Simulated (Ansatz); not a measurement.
# GeH4: the cost of one run

Program: Ansatz 0.2.0. Level of theory: RKS BHLYP-D4/def2-SVP. These are calculated values, not measurements.

## Step 1: Starting point

Bond lengths: Ge1–H2 1.550 Å, Ge1–H3 1.550 Å, Ge1–H4 1.549 Å, Ge1–H5 1.549 Å. Angles: H2–Ge1–H3 109.5°, H2–Ge1–H4 109.5°, H2–Ge1–H5 109.5°, H3–Ge1–H4 109.5°, H3–Ge1–H5 109.5°, H4–Ge1–H5 109.5°.

Structure file:

```xyz
5

Ge    0.0000    0.0000    0.0000
H     0.0000    0.0000    1.5500
H     1.4616    0.0000   -0.5162
H    -0.7300    1.2648   -0.5162
H    -0.7300   -1.2648   -0.5162
```

## Step 2: Preparing the start

The input, input.yaml:

```yaml
crystal:
  periodic: [false, false, false]
  atoms:
    - { symbol: Ge, position_ang: [0.0, 0.0, 0.0] }
    - { symbol: H, position_ang: [0.0, 0.0, 1.55] }
    - { symbol: H, position_ang: [1.4616, 0.0, -0.5162] }
    - { symbol: H, position_ang: [-0.73, 1.2648, -0.5162] }
    - { symbol: H, position_ang: [-0.73, -1.2648, -0.5162] }
basis:
  gaussian: { orbitals: def2-SVP }
hamiltonian:
  xc: { name: BHLYP }
  dispersion: d4
relax:
  f_tol: 0.02
  max_steps: 40
```

Command:

```console
$ ansatz run input.yaml --threads 1 --pin off --max-ram 2048MiB --backend cpu --events-out ev --progress --plain --runs-dir out
```

Q: Estimate wall time and peak memory on 1 thread of Arm Neoverse V2, shared host.

About 3.2 s, with a peak of 0.097 GiB.
